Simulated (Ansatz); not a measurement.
GdO:

```xyz
2
Lattice="0.0000 2.7000 2.7000 2.7000 0.0000 2.7000 2.7000 2.7000 0.0000" Properties=species:S:1:pos:R:3 pbc="T T T"
Gd    0.0000    0.0000    0.0000
O     1.3500    1.3500    1.3500
```

The cell comes from a database or a generator and needn't be the stable form of this composition.

Base run:

| Property | Result |
| --- | --- |
| Program | Ansatz 0.2.0 |
| Functional | r2SCAN0 |
| Potentials or basis | Ansatz PAW |
| Cutoff | 500 eV (not typed: the program's choice for these potentials) |
| k mesh | 5 × 5 × 5 |
| Occupations | fermi-dirac, width 0.05 eV |
| Spin | collinear spin, ferromagnetic start |
| Starting moments | [7.0, 0.0] μB |

Its results: band gap on the k mesh 0.58 eV, indirect (least direct gap 2.72 eV); pressure -2.8 GPa; net moment 8.00 μB per cell; site moments Gd +7.05; O +0.05 μB.

The run is repeated on the same cell with these changes: functional from r2SCAN0 to HSE03; cutoff from 500 eV (not typed: the program's choice for these potentials) to 420 eV (not typed: the program's choice for these potentials). What comes out?

Band gap on the k mesh none (metal or under the smearing width); pressure -2.2 GPa; net moment 7.98 μB per cell; site moments Gd +7.03; O +0.04 μB.

Caveats: some runs use coarse meshes; the magnetic or orbital state may not be the lowest; spin-orbit coupling is left out, which moves the levels of the heavy elements; a cell with one magnetic atom can't hold antiferromagnetic order, which such compounds often take; the PAW data sets come from PBE, with cores solved anew for the run's functional, which leaves a small shift of forces and pressure; the thresholds are loose for stress; odd divisions of the mesh miss points on the zone boundary, where band edges often lie, so the gap on the mesh can be too wide (some runs).

A k mesh can miss the band edges.
